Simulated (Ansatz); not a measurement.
# C3H11GaSi: ionisation energy by level of theory

The task here is to estimate one member of a computed series from the others.

The runs use Ansatz 0.2.0, Gaussian basis; unrestricted cation, the program's frozen cores in correlated methods.

Levels to be run: UKS PBE-D4/def2-TZVPP; UKS r2SCAN-D4/def2-TZVPP; UKS PBE0-D4/def2-TZVPP; UKS B3LYP-D4/def2-TZVPP; UKS wB97X-V/def2-TZVPP; UKS wB97M-V/def2-TZVPP; then −ε(HOMO) from the neutral's earlier runs with LDA (SPW92), PBE-D4, revPBE-D4, BLYP-D4, r2SCAN-D4, B97M-V, PBE0-D4, B3LYP-D4, r2SCANh-D4, r2SCAN0-D4, HSE06-D4, BHLYP-D4, CAM-B3LYP-D4, LC-ωPBE, ωB97X-V, ωB97M-V.

## The relaxed structure

The geometry comes from an earlier relaxation with PBE0-D4 in a triple-zeta def2 set; it is a stationary point, not always the lowest conformer.

SMILES `C[Si](C)(C)[GaH2]`, 16 atoms, charge 0, spin multiplicity 1.

Atoms are counted from 1 here; the program's logs count them from 0.

Bond lengths: C1–Si2 1.884 Å, C1–H6 1.095 Å, C1–H7 1.093 Å, C1–H8 1.093 Å, Si2–C3 1.885 Å, Si2–C4 1.880 Å, Si2–Ga5 2.423 Å, C3–H9 1.093 Å, C3–H10 1.093 Å, C3–H11 1.095 Å, C4–H12 1.093 Å, C4–H13 1.094 Å, C4–H14 1.093 Å, Ga5–H15 1.582 Å, Ga5–H16 1.581 Å. Angles: Si2–C1–H6 110.2°, Si2–C1–H7 111.7°, Si2–C1–H8 111.4°, H6–C1–H7 107.7°, H6–C1–H8 107.9°, H7–C1–H8 107.9°, C1–Si2–C3 108.5°, C1–Si2–C4 109.0°, C1–Si2–Ga5 109.6°, C3–Si2–C4 108.9°, C3–Si2–Ga5 108.9°, C4–Si2–Ga5 111.8°, Si2–C3–H9 111.7°, Si2–C3–H10 111.4°, Si2–C3–H11 110.1°, H9–C3–H10 107.9°, H9–C3–H11 107.7°, H10–C3–H11 107.9° and more.

Set-up of the first run:

in.yaml reads:

```yaml
crystal:
  periodic: [false, false, false]
  atoms:
    - {symbol: C, position_ang: [-0.647759, 0.624733, -1.645321]}
    - {symbol: Si, position_ang: [-0.010613, -0.019945, 0.005769]}
    - {symbol: C, position_ang: [1.723464, 0.662433, 0.286803]}
    - {symbol: C, position_ang: [0.076915, -1.897061, -0.062402]}
    - {symbol: Ga, position_ang: [-1.457088, 0.748845, 1.790838]}
    - {symbol: H, position_ang: [0.022849, 0.318581, -2.454502]}
    - {symbol: H, position_ang: [-1.643031, 0.235167, -1.873859]}
    - {symbol: H, position_ang: [-0.705280, 1.715918, -1.650966]}
    - {symbol: H, position_ang: [2.155071, 0.297204, 1.222128]}
    - {symbol: H, position_ang: [1.722316, 1.754653, 0.320622]}
    - {symbol: H, position_ang: [2.385493, 0.352370, -0.528004]}
    - {symbol: H, position_ang: [-0.908166, -2.335078, -0.241718]}
    - {symbol: H, position_ang: [0.741246, -2.223018, -0.868790]}
    - {symbol: H, position_ang: [0.457341, -2.310937, 0.874759]}
    - {symbol: H, position_ang: [-1.782731, 2.286383, 1.972557]}
    - {symbol: H, position_ang: [-2.130027, -0.210255, 2.852075]}
basis:
  gaussian: {orbitals: def2-TZVPP}
total_charge: 1
magnetization: {spin_polarized: true, initial_magnetization: 1}
hamiltonian: {xc: pbe, dispersion: d4}
```

Steps of the session up to this table: Cation, UKS PBE-D4/def2-TZVPP; Cation, UKS r2SCAN-D4/def2-TZVPP; Cation, UKS PBE0-D4/def2-TZVPP; Cation, UKS B3LYP-D4/def2-TZVPP; Cation, UKS wB97X-V/def2-TZVPP; Cation, UKS wB97M-V/def2-TZVPP.

One table of the session follows, with a row left open; its other results are not shown here.

It belongs to the step «Ionisation energies side by side». Orbital estimates, from the neutral's runs:

```
  functional  −ε(HOMO) (eV)
 LDA (SPW92)           5.88
      PBE-D4           5.79
   revPBE-D4           5.74
     BLYP-D4           5.67
   r2SCAN-D4           6.02
      B97M-V           6.09
     PBE0-D4           6.84
    B3LYP-D4           6.67
  r2SCANh-D4           6.40
  r2SCAN0-D4           6.99
    HSE06-D4           6.45
    BHLYP-D4           7.82
CAM-B3LYP-D4           8.10
     LC-ωPBE           9.36
     ωB97X-V           9.06
     ωB97M-V              ?
```

**Question.** Estimate the row for ωB97M-V.

**Answer.** −ε(HOMO) (eV): 8.86. In the column «−ε(HOMO) (eV)» it lies between CAM-B3LYP-D4 (8.10) and ωB97X-V (9.06).
